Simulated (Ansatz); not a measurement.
LaBi2ClO4:

```xyz
8
Lattice="3.9889 0.0000 0.0000 0.0000 3.9889 0.0000 0.0000 0.0000 9.3332" Properties=species:S:1:pos:R:3 pbc="T T T"
Bi    1.9944    1.9944    6.7350
Bi    1.9944    1.9944    2.5981
La    0.0000    0.0000    0.0000
Cl    0.0000    0.0000    4.6666
O     1.9944    0.0000    7.8244
O     1.9944    0.0000    1.5088
O     0.0000    1.9944    7.8244
O     0.0000    1.9944    1.5088
```

The cell is a database's computed one.

Base run:

* Program: Ansatz 0.2.0
* Functional: PBEsol
* Potentials or basis: Ansatz PAW
* Cutoff: 420 eV (not typed: the program's choice for these potentials)
* k mesh: 7 × 7 × 3
* Occupations: fermi-dirac, width 0.05 eV
* Spin: spin-orbit coupling, no magnetisation

Its results: band gap on the k mesh 1.15 eV, indirect (least direct gap 1.47 eV); pressure -3.9 GPa; largest force 0.169 eV/Å.

Question: The run is repeated on the same cell with these changes: spin from spin-orbit coupling, no magnetisation to no spin polarisation; potential files from those of the base run to others of the same set. What comes out?

Answer: Band gap on the k mesh 1.29 eV, indirect (least direct gap 1.60 eV); pressure -4.2 GPa; largest force 0.340 eV/Å.

Spin-orbit coupling splits the band edges, which narrows the gap.

Caveats: the PAW data sets come from PBE, with cores solved anew for the run's functional, which leaves a small shift of forces and pressure; spin-orbit coupling is left out, which as a rule narrows the gap of such compounds by several tenths of an eV (some runs).

A k mesh can miss the band edges.
